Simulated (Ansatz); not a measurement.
# C2H4ClIO: one species, many methods

An exercise on one series of results from a longer session: the logs are not shown, and one member is left open.

The runs use Ansatz 0.2.0, Gaussian basis; functionals in def2-TZVPP, the program's frozen cores in correlated methods.

Plan: LDA (SPW92), PBE-D4, revPBE-D4, BLYP-D4, r2SCAN-D4, B97M-V, PBE0-D4, B3LYP-D4, r2SCANh-D4, r2SCAN0-D4, HSE06-D4, BHLYP-D4, CAM-B3LYP-D4, LC-ωPBE, ωB97X-V, ωB97M-V, B2PLYP, PBE-QIDH; CCSD(T)/def2-SVP; CCSD(T)/def2-TZVPP; MP2/def2-QZVPP; extrapolation to the limit; RPA on PBE.

## Structure used throughout

The geometry comes from an earlier relaxation with PBE0-D4 in a triple-zeta def2 set; it is a stationary point, not always the lowest conformer. I takes the def2 core potential; no spin-orbit term is included.

SMILES `CC(O)(Cl)I`, 9 atoms, charge 0, spin multiplicity 1.

Atoms are counted from 1 here; the program's logs count them from 0.

Bond lengths: C1–C2 1.502 Å, C1–H6 1.090 Å, C1–H7 1.093 Å, C1–H8 1.087 Å, C2–O3 1.355 Å, C2–Cl4 1.799 Å, C2–I5 2.211 Å, O3–H9 0.964 Å. Angles: C2–C1–H6 109.2°, C2–C1–H7 108.3°, C2–C1–H8 110.8°, H6–C1–H7 109.3°, H6–C1–H8 109.6°, H7–C1–H8 109.6°, C1–C2–O3 109.6°, C1–C2–Cl4 110.2°, C1–C2–I5 109.0°, O3–C2–Cl4 110.9°, O3–C2–I5 110.3°, Cl4–C2–I5 106.8°, C2–O3–H9 109.9°.

The first run:

File in.yaml:

```yaml
crystal:
  periodic: [false, false, false]
  atoms:
    - {symbol: C, position_ang: [-0.034075, 0.473025, 0.958534]}
    - {symbol: C, position_ang: [0.134346, -0.177742, -0.384775]}
    - {symbol: O, position_ang: [-0.836666, -1.104864, -0.565650]}
    - {symbol: Cl, position_ang: [1.765888, -0.924832, -0.513565]}
    - {symbol: I, position_ang: [0.015460, 1.372617, -1.957219]}
    - {symbol: H, position_ang: [-1.018204, 0.939368, 1.009933]}
    - {symbol: H, position_ang: [0.040392, -0.300156, 1.726906]}
    - {symbol: H, position_ang: [0.735025, 1.223863, 1.122111]}
    - {symbol: H, position_ang: [-0.713665, -1.547678, -1.413177]}
basis:
  gaussian: {orbitals: def2-TZVPP}
hamiltonian: {xc: lda}
output: {orbitals: {seedname: orbitals}}
```

Run with:

```bash
$ ansatz run in.yaml --threads 4 --pin off --events-out ev --progress --plain --max-ram 10444MiB
```

Steps of the session up to this table: LDA; PBE-D4 (GGA); revPBE-D4 (GGA); BLYP-D4 (GGA); r2SCAN-D4 (meta-GGA); B97M-V (meta-GGA); PBE0-D4 (hybrid); B3LYP-D4 (hybrid); r2SCANh-D4 (hybrid); r2SCAN0-D4 (hybrid); HSE06-D4 (hybrid); BHLYP-D4 (hybrid); CAM-B3LYP-D4 (range-separated); LC-ωPBE (range-separated); ωB97X-V (range-separated); ωB97M-V (range-separated); B2PLYP (double hybrid); PBE-QIDH (double hybrid).

One of the session's tables, all rows but one given; the rest of the session is left out.

It belongs to the step «Frontier levels by functional». 

| functional | HOMO (eV) | LUMO (eV) | gap (eV) |
| --- | --- | --- | --- |
| LDA (SPW92) | -6.37 | -2.70 | 3.67 |
| PBE-D4 | -6.20 | -2.49 | 3.72 |
| revPBE-D4 | -6.14 | -2.40 | 3.75 |
| BLYP-D4 | -6.03 | -2.39 | 3.64 |
| r2SCAN-D4 | ? | ? | ? |
| B97M-V | -6.54 | -2.28 | 4.26 |
| PBE0-D4 | -7.40 | -1.62 | 5.79 |
| B3LYP-D4 | -7.16 | -1.86 | 5.29 |
| r2SCANh-D4 | -6.94 | -2.04 | 4.90 |
| r2SCAN0-D4 | -7.59 | -1.55 | 6.04 |
| HSE06-D4 | -7.01 | -2.00 | 5.01 |
| BHLYP-D4 | -8.43 | -0.66 | 7.77 |
| CAM-B3LYP-D4 | -8.70 | -0.57 | 8.13 |
| LC-ωPBE | -10.08 | 0.58 | 10.66 |
| ωB97X-V | -9.72 | 0.48 | 10.20 |
| ωB97M-V | -9.58 | 0.37 | 9.96 |

Q: Estimate the row for r2SCAN-D4 from the others.

Worked estimate for «HOMO (eV)». Against the share of exact exchange, r2SCANh-D4 (0.1, -6.94), r2SCAN0-D4 (0.25, -7.59) give a slope of -4.33 per unit share; at 0 the line stands at -6.51.

**Answer.** HOMO (eV): -6.50; LUMO (eV): -2.37; gap (eV): 4.13. In «HOMO (eV)» the line misses by -0.01.
